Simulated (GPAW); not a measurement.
Co3Ir:

```
CELL_PARAMETERS angstrom
3.58256 0.00000 0.00000
0.00000 3.58256 0.00000
0.00000 0.00000 3.58256
ATOMIC_POSITIONS crystal
Ir 0.00000 0.00000 0.00000
Co 0.50000 0.50000 0.00000
Co 0.50000 0.00000 0.50000
Co 0.00000 0.50000 0.50000
```

The cell comes from a database or a generator and needn't be the stable form of this composition.

* Program: GPAW 26.7.0
* Task: relaxation of cell and atoms
* Functional: PBEsol
* Dispersion: D3(BJ)+ATM
* Potentials or basis: PAW data sets generated in the run's folder for this functional
* Cutoff: 600 eV
* Basis: pw
* k mesh: 6 × 6 × 6
* Occupations: fermi-dirac, width 0.05 eV
* Spin: collinear spin, ferromagnetic start
* Starting moments: [0.6, 2.0, 2.0, 2.0] μB

At the start: pressure -10.9 GPa; volume 11.50 Å³/atom.

**Question.** How do energy, volume and symmetry change on relaxing?

**Answer.** Over 4 steps the energy falls by 15.5 meV/atom and the volume is 11.02 Å³/atom (-4.2 %); space group Pm-3m (No. 221, to 0.05 Å); moment 3.41 μB per cell.

Step by step:
```tsv
step	energy change (eV)	largest force (eV/Å)	pressure (GPa)	volume (Å³)
1	0.0000	0.0000	-10.95	45.98
2	-0.0229	0.0000	-9.16	45.60
3	-0.0581	0.0000	1.88	43.77
4	-0.0618	0.0000	-0.15	44.06
```

Final structure:
```
Ir Co
1.0
     3.53205    0.00000    0.00000
     0.00000    3.53205    0.00000
     0.00000    0.00000    3.53205
Ir Co
1 3
Direct
  0.00000 0.00000 0.00000
  0.50000 0.50000 0.00000
  0.50000 0.00000 0.50000
  0.00000 0.50000 0.50000
```

Caveat: each step starts from the last one's moments, so a moment once lost doesn't come back; later steps reuse the first step's grids; pairwise dispersion overbinds metals, which lowers pressure and volume.
